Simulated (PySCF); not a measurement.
**ZrO₂: singlet, from a bent start**

The task is one start of a wider search on ZrO₂: the singlet, from a bent start. It is relaxed, tested by its Hessian and followed downhill if it is a saddle.

Computed with PySCF 2.14.0. Level: B3LYP, basis Zr def2-TZVP with ECP28, O def2-TZVP, scalar-relativistic core potentials, no spin–orbit coupling, density fitting.

## 1. Where the work starts

3 atoms, charge 0, spin multiplicity 1.

Bond lengths: Zr1–O2 1.840 Å, Zr1–O3 1.840 Å. Angles: O2–Zr1–O3 110.0°.

Coordinates in bohr (charge 0 multiplicity 1):
```
Zr    0.0000    0.0000    0.0000
O     2.8482    0.0000    1.9944
O    -2.8482    0.0000    1.9944
```

## 2. The SCF at the typed geometry

One driver script runs all steps and calls PySCF; scf.py shows how it sets up the SCF of each step. The optimiser is the driver's own. After this first run the driver tries any further starts and a stability analysis.

Contents of scf.py:

```python
from pyscf import gto, scf, dft
mol = gto.M(atom='''
Zr     0.000000     0.000000     0.000000
O      1.507200     0.000000     1.055400
O     -1.507200     0.000000     1.055400''',
    basis={'Zr': 'def2-TZVP', 'O': 'def2-TZVP'},
    ecp={'Zr': 'def2-TZVP'},
    charge=0, spin=0)
mf = dft.RKS(mol, xc='B3LYP')
mf.grids.atom_grid = (50, 194)
aux = {'Zr': 'def2-universal-JKFIT', 'O': 'def2-universal-JKFIT'}
mf = mf.density_fit(auxbasis=aux)
mf.conv_tol = 1e-08
mf.diis_space = 10
mf.max_cycle = 60
mf.init_guess = 'minao'
mf.verbose = 4
mf.kernel()
```

Run with:

```sh
$ OMP_NUM_THREADS=2 python axn.py task.json out
```

Log:

```text
init E= -192.046042392945
  HOMO = -0.625800495053543  LUMO = -0.440405572538805  gap/eV = 5.04485
cycle= 1 E= -197.306083923754  delta_E= -5.26  |g|= 1.22  |ddm|=  4.6
  HOMO = -0.0869060083045478  LUMO = -0.0521638706157432  gap/eV = 0.94538
cycle= 2 E= -191.696687629737  delta_E= 5.61  |g|= 4.73  |ddm|=  3.2
  HOMO = -0.21980893777431  LUMO = -0.0736838408086022  gap/eV = 3.97627
cycle= 3 E= -197.477722448835  delta_E= -5.78  |g|= 0.701  |ddm|= 2.97
  HOMO = -0.251307115186709  LUMO = -0.149409113195873  gap/eV = 2.77279
cycle= 4 E= -197.601544633172  delta_E= -0.124  |g|= 0.319  |ddm|= 0.751
  HOMO = -0.234994533104572  LUMO = -0.134806289092328  gap/eV = 2.72626
cycle= 5 E= -197.619741584464  delta_E= -0.0182  |g|= 0.11  |ddm|= 0.178
  HOMO = -0.237944264937187  LUMO = -0.130583036302554  gap/eV = 2.92145
cycle= 6 E= -197.621934597733  delta_E= -0.00219  |g|= 0.0525  |ddm|= 0.0419
  HOMO = -0.241849928289508  LUMO = -0.130398102358615  gap/eV = 3.03276
cycle= 7 E= -197.622476039982  delta_E= -0.000541  |g|= 0.00774  |ddm|= 0.0213
  HOMO = -0.242318464846615  LUMO = -0.130364370527889  gap/eV = 3.04643
cycle= 8 E= -197.622487926779  delta_E= -1.19e-05  |g|= 0.000165  |ddm|= 0.00363
  HOMO = -0.242309214333371  LUMO = -0.130356572223629  gap/eV = 3.04639
cycle= 9 E= -197.62248793264  delta_E= -5.86e-09  |g|= 8.01e-05  |ddm|= 0.000239
  HOMO = -0.24228759561608  LUMO = -0.130361788606848  gap/eV = 3.04566
Extra cycle  E= -197.622487918606  delta_E= 1.4e-08  |g|= 0.00028  |ddm|= 0.000168
converged SCF energy = -197.622487918606
```

This step, with its further starts and checks, took 7.5 s on 2 threads of Arm Neoverse V1, shared host.

Energies from each starting density:

| start | energy (Eh) |
| --- | --- |
| the minimal-basis guess | -197.622488 |
| a thermally smeared density | -197.622488 |
| a smeared PBE density | -197.622488 |

The test of internal stability and the other starts found no lower closed-shell solution.

## 3. Bent start, singlet: relaxation

The program finds C2v symmetry in the start, which this walk keeps. Threshold on the gradient: 0.0003 Eh/bohr, with a further test on the energy change.

Changes to scf.py since step 2:

```diff
@@ -3,3 +3,3 @@
-Zr     0.000000     0.000000     0.000000
-O      1.507200     0.000000     1.055400
-O     -1.507200     0.000000     1.055400''',
+Zr     0.000000     0.000000    -0.276978
+O      1.507200     0.000000     0.778422
+O     -1.507200     0.000000     0.778422''',
@@ -16 +15,0 @@
-mf.init_guess = 'minao'
```

Energy and gradient, step by step:

```csv
step,energy (Eh),change (kJ/mol),largest symmetric gradient (Eh/bohr)
0,-197.622488,0.00,0.05441
1,-197.628278,-15.20,0.00941
2,-197.628534,-15.87,0.00078
3,-197.628539,-15.89,0.00007
```

The walk took 6.9 s.

Positions (Å) and forces (eV/Å) along the way:

```
step 0
Zr   0.000   0.000  -0.277   0.000   0.000   2.798
O    1.507   0.000   0.778  -2.008   0.000  -1.399
O   -1.507   0.000   0.778   2.008   0.000  -1.399
step 1
Zr   0.000   0.000  -0.246   0.000   0.000  -0.484
O    1.459   0.000   0.763   0.042   0.000   0.242
O   -1.459   0.000   0.763  -0.042   0.000   0.242
step 2
Zr   0.000   0.000  -0.266   0.000   0.000   0.007
O    1.442   0.000   0.773  -0.040   0.000  -0.003
O   -1.442   0.000   0.773   0.040   0.000  -0.003
step 3
Zr   0.000   0.000  -0.268   0.000   0.000  -0.002
O    1.438   0.000   0.774   0.004   0.000   0.001
O   -1.438   0.000   0.774  -0.004   0.000   0.001
```

It settles in C2v symmetry, 15.9 kJ/mol below the start, after 3 steps: Zr–O 1.776 Å (×2); O–Zr–O 108.1°.

## 4. Frequencies

The point is checked on the finer grid, and tightened if its gradient asks for it. The Hessian and the dipole derivatives come from central differences of analytic gradients, with steps of 0.02 bohr.

Changes to scf.py since step 3:

```diff
@@ -3,3 +3,3 @@
-Zr     0.000000     0.000000    -0.276978
-O      1.507200     0.000000     0.778422
-O     -1.507200     0.000000     0.778422''',
+Zr     0.000000     0.000000    -0.272440
+O      1.439481     0.000000     0.768108
+O     -1.439481     0.000000     0.768108''',
@@ -10 +10 @@
-mf.grids.atom_grid = (50, 194)
+mf.grids.atom_grid = (75, 302)
@@ -13 +13 @@
-mf.conv_tol = 1e-08
+mf.conv_tol = 1e-10
```

The driver hands on the density of the step before, so the log starts near convergence.

SCF at the final geometry:

```text
init E= -197.628665311132
  HOMO = -0.241127804817641  LUMO = -0.122693144847524  gap/eV = 3.22277
cycle= 1 E= -197.628665311118  delta_E= 1.39e-11  |g|= 9.02e-06  |ddm|= 5.28e-06
  HOMO = -0.241125823530773  LUMO = -0.122693851219815  gap/eV = 3.22270
Extra cycle  E= -197.628665310935  delta_E= 1.83e-10  |g|= 3.19e-05  |ddm|= 1.85e-05
converged SCF energy = -197.628665310935
```

The whole step took 25 s.

Geometry: C2v; Zr–O 1.776 Å (×2); O–Zr–O 108.3°.

Modes, for the most abundant isotopes:

| symmetry | ω (cm⁻¹) | IR (km/mol) | μ (u) | type |
| --- | --- | --- | --- | --- |
| a1 | 306 | 10.0 | 18.00 | bend |
| b2 | 866 | 342 | 18.95 | stretch |
| a1 | 936 | 49.3 | 17.86 | stretch |

All wavenumbers are real: a minimum.

Constants and moments:

```yaml
Dipole_moment: 7.89 D
Highest_occupied_level: -6.56 eV
Lowest_empty_level: -3.34 eV
Rotational_constants: 0.6599, 0.2543, 0.1836 cm⁻¹
Zero-point_energy: 12.6 kJ/mol
Principal_polarisabilities: 23.2, 36.3, 53.9 bohr³
Atomisation_energy_without_zero-point_energy: 1358 kJ/mol
Principal_traceless_quadrupole_moments_about_the_centre_of_mass: -15.21, 4.21, 11.01 D Å
Entropy_at_298.15_K_and_1_bar: 268.2 J/(mol K)
Heat_capacity_Cp_at_298.15_K: 44.4 J/(mol K)
Enthalpy_at_298.15_K_above_0_K: 11.28 kJ/mol
Rotational_symmetry_number: 2
```

Populations by atom (charges in e):

```csv
atom,Mulliken,Löwdin,polar tensor,Mayer order to Zr1
Zr1,1.25,0.74,1.86,–
"O2,3",-0.63,-0.37,-0.93,2.04
```

Outer orbital energies (eV). occupied: -22.40, -22.00, -8.69, -8.39, -8.19, -7.75, -7.38, -6.56; empty: -3.34, -1.93, -1.74, -0.17.

Mulliken populations on Zr1 (outside its core potential): s 2.08, p 6.14, d 2.43, f 0.10.

## 5. Stability of the closed shell

At the lowest minimum the closed shell is tested against spin polarisation, on the (50, 194) grid. It is stable.

## 6. What came out

| quantity | value |
| --- | --- |
| minimum | singlet, C2v |
| geometry | Zr–O 1.776 Å (×2); O–Zr–O 108.3° |
| wavenumbers (cm⁻¹) | 306 (a1), 866 (b2), 936 (a1) |
| dipole moment | 7.89 D |
| highest occupied, lowest empty level | -6.56, -3.34 eV |
| polar-tensor charge of Zr1 | +1.86 e |
| zero-point energy | 12.6 kJ/mol |
| entropy at 298.15 K | 268.2 J/(mol K) |
| atomisation energy (no zero-point energy) | 1358 kJ/mol |

The bent start keeps its C2v symmetry and ends in a minimum. In the infrared the band at 866 cm⁻¹ (b2, stretch) leads. With 7.9 D the molecule is strongly polar. Other starts or spin states, not run here, may lie lower.

The search up to here took 42 s on 2 threads of Arm Neoverse V1, shared host.
